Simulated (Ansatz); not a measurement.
# PtSe: the cost of one run

Computed with Ansatz 0.2.0 (DFT LDA+U (U_eff = 2 eV on Pt d), plane waves, PAW, no spin–orbit coupling unless a run says so, unless a step's input says otherwise).

## (1) The structure to begin with

Symmetry: Fm-3m, No. 225, cubic system. Conventional cell: a = 5.597 Å, b = 5.597 Å, c = 5.597 Å, α = 90.00°, β = 90.00°, γ = 90.00°. Pt (site symmetry m-3m) is surrounded by 6 Se at 2.80 Å. Se (site symmetry m-3m) is surrounded by 6 Pt at 2.80 Å.

As a file:

```
Pt Se
1.0
     0.00000    2.79841    2.79841
     5.59682    2.79841    2.79841
     5.59682    5.59682    0.00000
Pt Se
2 2
Direct
  0.50000 0.50000 0.00000
  0.50000 0.50000 0.50000
  0.00000 0.00000 0.00000
  0.00000 0.00000 0.50000
```

Magnetic order typed: antiferromagnetic, doubled cell 0 1/2 1/2.

## (2) From atoms, symmetry kept, no search

The input, input.yaml:

```yaml
crystal:
  lattice:
    - [0.0, 2.79841113, 2.79841113]
    - [5.59682226, 2.79841113, 2.79841113]
    - [5.59682226, 5.59682226, 0.0]
  atoms:
    - { symbol: Pt, position: [0.5, 0.5, 0.0], spin: 2.0 }
    - { symbol: Se, position: [0.0, 0.0, 0.0] }
    - { symbol: Pt, position: [0.5, 0.5, 0.5], spin: -2.0 }
    - { symbol: Se, position: [0.0, 0.0, 0.5] }
basis:
  ecutwfc: 420
  ecutrho_ratio: 4
kpoints:
  mp_grid: { grid: [6, 6, 6] }
hamiltonian:
  xc: lda
  hubbard:
    sites: [{ site: 0, l: d, u_eff: 2.0 }, { site: 2, l: d, u_eff: 2.0 }]
scf:
  occupations: { method: gaussian, width: 0.05 }
  lower_state_search: "off"
  max_iter: 150
output:
  forces: true
  stress: true
  eigenvalues: true
  populations: true
  hubbard: { sites: [{ site: 0, l: d }, { site: 2, l: d }] }
magnetization:
  spin_polarized: true
```

Command:

```console
> ansatz run input.yaml --threads 2 --pin off --max-ram 3072MiB --backend cpu --events-out ev --progress --plain --runs-dir out
```

**Question.** How long does this run take on 2 threads of Arm Neoverse V2, shared host, and how much memory does it need?

About 9.2 s, with a peak of 0.59 GiB.
